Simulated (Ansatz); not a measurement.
**BFH₄N₂: one species, many methods**

One table from this session's results is given with a row withheld; the runs are named, their logs left out.

Method: functionals in def2-TZVPP, the program's frozen cores in correlated methods; program: Ansatz 0.2.0, Gaussian basis.

Plan: LDA (SPW92), PBE-D4, revPBE-D4, BLYP-D4, r2SCAN-D4, B97M-V, PBE0-D4, B3LYP-D4, r2SCANh-D4, r2SCAN0-D4, HSE06-D4, BHLYP-D4, CAM-B3LYP-D4, LC-ωPBE, ωB97X-V, ωB97M-V, B2PLYP, PBE-QIDH; CCSD(T)/def2-SVP; CCSD(T)/def2-TZVPP; MP2/def2-QZVPP; extrapolation to the limit; RPA on PBE.

### Structure used throughout

All runs share one geometry, relaxed beforehand with PBE0-D4 in a triple-zeta def2 set.

SMILES `NB(N)F`, 8 atoms, charge 0, spin multiplicity 1.

Atoms are counted from 1 here; the program's logs count them from 0.

Bond lengths: N1–B2 1.409 Å, N1–H5 1.003 Å, N1–H6 1.002 Å, B2–N3 1.409 Å, B2–F4 1.350 Å, N3–H7 1.002 Å, N3–H8 1.003 Å. Angles: B2–N1–H5 121.2°, B2–N1–H6 124.3°, H5–N1–H6 114.5°, N1–B2–N3 124.8°, N1–B2–F4 117.6°, N3–B2–F4 117.6°, B2–N3–H7 124.3°, B2–N3–H8 121.2°, H7–N3–H8 114.5°.

The first run:

File in.yaml:

```yaml
crystal:
  periodic: [false, false, false]
  atoms:
    - {symbol: N, position_ang: [-0.498809, 1.126235, -0.251377]}
    - {symbol: B, position_ang: [-0.102643, -0.220535, -0.374686]}
    - {symbol: N, position_ang: [0.632294, -0.934089, 0.593120]}
    - {symbol: F, position_ang: [-0.452692, -0.874815, -1.502091]}
    - {symbol: H, position_ang: [-1.022252, 1.582849, -0.975187]}
    - {symbol: H, position_ang: [-0.293354, 1.705107, 0.540467]}
    - {symbol: H, position_ang: [0.943130, -0.547955, 1.464098]}
    - {symbol: H, position_ang: [0.886528, -1.893897, 0.449856]}
basis:
  gaussian: {orbitals: def2-TZVPP}
hamiltonian: {xc: lda}
output: {orbitals: {seedname: orbitals}}
```

Steps of the session up to this table: LDA; PBE-D4 (GGA); revPBE-D4 (GGA); BLYP-D4 (GGA); r2SCAN-D4 (meta-GGA); B97M-V (meta-GGA); PBE0-D4 (hybrid); B3LYP-D4 (hybrid); r2SCANh-D4 (hybrid); r2SCAN0-D4 (hybrid); HSE06-D4 (hybrid); BHLYP-D4 (hybrid); CAM-B3LYP-D4 (range-separated); LC-ωPBE-D4 (range-separated; the results give it without D4); ωB97X-V (range-separated); ωB97M-V (range-separated); B2PLYP (double hybrid); PBE-QIDH (double hybrid).

One table of the session follows, with a row left open; its other results are not shown here.

It belongs to the step «Frontier levels by functional». 

| functional | HOMO (eV) | LUMO (eV) | gap (eV) |
| --- | --- | --- | --- |
| LDA (SPW92) | -5.87 | -0.09 | 5.78 |
| PBE-D4 | -5.69 | 0.00 | 5.69 |
| revPBE-D4 | -5.63 | 0.04 | 5.67 |
| BLYP-D4 | -5.58 | -0.07 | 5.51 |
| r2SCAN-D4 | ? | ? | ? |
| B97M-V | -6.07 | 0.22 | 6.29 |
| PBE0-D4 | -7.15 | 0.78 | 7.93 |
| B3LYP-D4 | -6.91 | 0.41 | 7.32 |
| r2SCANh-D4 | -6.55 | 1.03 | 7.58 |
| r2SCAN0-D4 | -7.37 | 1.33 | 8.70 |
| HSE06-D4 | -6.74 | 0.42 | 7.16 |
| BHLYP-D4 | -8.53 | 1.30 | 9.82 |
| CAM-B3LYP-D4 | -8.61 | 1.46 | 10.07 |
| LC-ωPBE | -10.03 | 2.78 | 12.81 |
| ωB97X-V | -9.63 | 2.58 | 12.21 |
| ωB97M-V | -9.53 | 2.06 | 11.59 |

**Question.** Estimate the row for r2SCAN-D4.

Worked estimate for «HOMO (eV)». Against the share of exact exchange, r2SCANh-D4 (0.1, -6.55), r2SCAN0-D4 (0.25, -7.37) give a slope of -5.47 per unit share; at 0 the line stands at -6.00.

As computed: HOMO (eV): -6.00; LUMO (eV): 0.82; gap (eV): 6.83. In «HOMO (eV)» the line misses by 0.00.
